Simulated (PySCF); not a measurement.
**CsBi+: bond curves at several levels of theory**

The task here is to estimate one member of a computed series from the others.

Computed with PySCF 2.14.0. Level: Cs def2-SVPD with ECP46, Bi def2-SVPD with ECP60, scalar-relativistic core potentials.

Set-up of the first run:

The job is set up so:

* atoms: Cs, Bi
* charge: 1
* basis: Cs def2-SVPD with ECP46, Bi def2-SVPD with ECP60
* Hamiltonian: scalar-relativistic core potentials
* basis functions: 59
* electrons treated: 31
* masses in u: 132.9054, 208.9804
* levels: PBE0, PBE, r²SCAN, r²SCANh, MN15, TPSSh, ωB97X, HF, MP2, SCS-MP2
* grid: 80 radial by 434 angular points
* occupations: held fixed by the projection of orbital angular momentum
* dissociation limit: Cs+ + Bi, each in its ground configuration
* starting distance in angstrom: 3.765
* values of 2S to try: 1, 3

The run is started by

```console
> OMP_NUM_THREADS=1 python dia.py task.json out
```

Steps of the session up to this table: Set-up; First curve: PBE0; Excited determinants; PBE (GGA); r²SCAN; r²SCANh (hybrid meta-GGA); MN15 (hybrid meta-GGA); TPSSh (hybrid meta-GGA); ωB97X (range-separated hybrid); UHF (mean field).

One of the session's tables, all rows but one given; the rest of the session is left out.

Energy (eV) from each level's lowest point:

| R (Å) | UHF | UHF-MP2 | UHF-SCS-MP2 | PBE | r²SCAN |
| --- | --- | --- | --- | --- | --- |
| 3.707 | 0.186 | 0.128 | 0.136 | 0.090 | 0.098 |
| 3.879 | 0.098 | 0.057 | 0.062 | 0.036 | 0.040 |
| 4.051 | 0.046 | 0.020 | 0.023 | 0.009 | 0.012 |
| 4.181 | 0.023 | 0.006 | 0.008 | 0.001 | 0.002 |
| 4.310 | 0.009 | 0.000 | 0.001 | 0.000 | 0.000 |
| 4.439 | ? | ? | ? | ? | ? |
| 4.612 | 0.000 | 0.005 | 0.004 | 0.011 | 0.010 |
| 4.827 | 0.004 | 0.017 | 0.015 | 0.025 | 0.023 |
| 5.086 | 0.013 | 0.034 | 0.031 | 0.044 | 0.040 |
| 5.431 | 0.027 | 0.055 | 0.051 | 0.067 | 0.062 |

Estimate the missing values for R (Å) = 4.439.

Worked estimate for «UHF». A straight line through the neighbours (4.310, 0.009) and (4.612, 0.000) gives 0.009 + (0.000 − 0.009) × (4.439 − 4.310) / (4.612 − 4.310) = 0.005; a parabola fitted to 4 rows on both sides gives 0.003.

The run gave: UHF: 0.002; UHF-MP2: 0.000; UHF-SCS-MP2: 0.000; PBE: 0.003; r²SCAN: 0.002. In «UHF» the line misses by +0.003 and the parabola by +0.001.

Caveats from the session: The bond is weak, and basis-set superposition, which was not computed, may be a sizeable part of it.
